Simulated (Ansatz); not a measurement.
# Te2Mo: the cost of one run

Program: Ansatz 0.2.0. Level of theory: DFT PBE+D3(BJ), scalar-relativistic, plane waves, PAW. These are calculated values, not measurements.

1 further run of the same task is left out (set aside as unsound or not needed).

### Step 1. The system as given

The structure is hexagonal, space group P6_3/mmc (No. 194). Conventional cell: a = 3.496 Å, b = 3.496 Å, c = 13.702 Å, α = 90.00°, β = 90.00°, γ = 120.00°. Around Te (site symmetry 3m) lie 3 Mo at 2.72 Å. Mo (site symmetry -6m2) has 6 Te at 2.72 Å as nearest neighbours.

As a file:

```
Te Mo
1.0
     3.49637    0.00000    0.00000
    -1.74819    3.02795    0.00000
     0.00000    0.00000   13.70174
Te Mo
4 2
Direct
  0.33333 0.66667 0.61735
  0.66667 0.33333 0.11735
  0.33333 0.66667 0.88265
  0.66667 0.33333 0.38265
  0.33333 0.66667 0.25000
  0.66667 0.33333 0.75000
```

This cell was relaxed beforehand with the same method: volume 24.18 Å³/atom, gap on the mesh 0.67 eV.

### Step 2. Static run: bands, density of states and charges

Input file input.yaml:

```yaml
crystal:
  lattice:
    - [3.4963748104, 0.0, 0.0]
    - [-1.7481874052, 3.0279494069, 0.0]
    - [0.0, 0.0, 13.7017420245]
  atoms:
    - { symbol: Te, position: [0.3333333333, 0.6666666667, 0.6173474405] }
    - { symbol: Te, position: [0.6666666667, 0.3333333333, 0.1173474405] }
    - { symbol: Te, position: [0.3333333333, 0.6666666667, 0.8826525595] }
    - { symbol: Te, position: [0.6666666667, 0.3333333333, 0.3826525595] }
    - { symbol: Mo, position: [0.3333333333, 0.6666666667, 0.25] }
    - { symbol: Mo, position: [0.6666666667, 0.3333333333, 0.75] }
basis:
  ecutwfc: 420
kpoints:
  mp_grid: { grid: [9, 9, 2] }
  band_path:
    path:
      - [[0.0, 0.0, 0.0], [0.5, 0.0, 0.0], [0.33333333, 0.33333333, 0.0], [0.0, 0.0, 0.0], [0.0, 0.0, 0.5], [0.5, 0.0, 0.5], [0.33333333, 0.33333333, 0.5], [0.0, 0.0, 0.5]]
      - [[0.5, 0.0, 0.5], [0.5, 0.0, 0.0]]
      - [[0.33333333, 0.33333333, 0.5], [0.33333333, 0.33333333, 0.0]]
    npoints: 14
hamiltonian:
  xc: pbe
  dispersion: d3bj
scf:
  occupations: { method: gaussian, width: 0.02 }
  n_extra_bands: 15
output:
  forces: true
  stress: true
  eigenvalues: true
  populations: true
  dos: { projected: true, de: 0.02, nscf_kmesh: { grid: [14, 14, 3] } }
  bader: true
  write_density: true
  write_potential: true
  elf: true
  volumetric_format: npy
```

On the command line:

```console
$ ansatz run input.yaml --threads 4 --pin off --max-ram 10240MiB --backend cpu --events-out ev --progress --plain --runs-dir out
```

What time and memory should one allow on 4 threads of Arm Neoverse V1, shared host?

About 26 s, with a peak of 0.89 GiB.
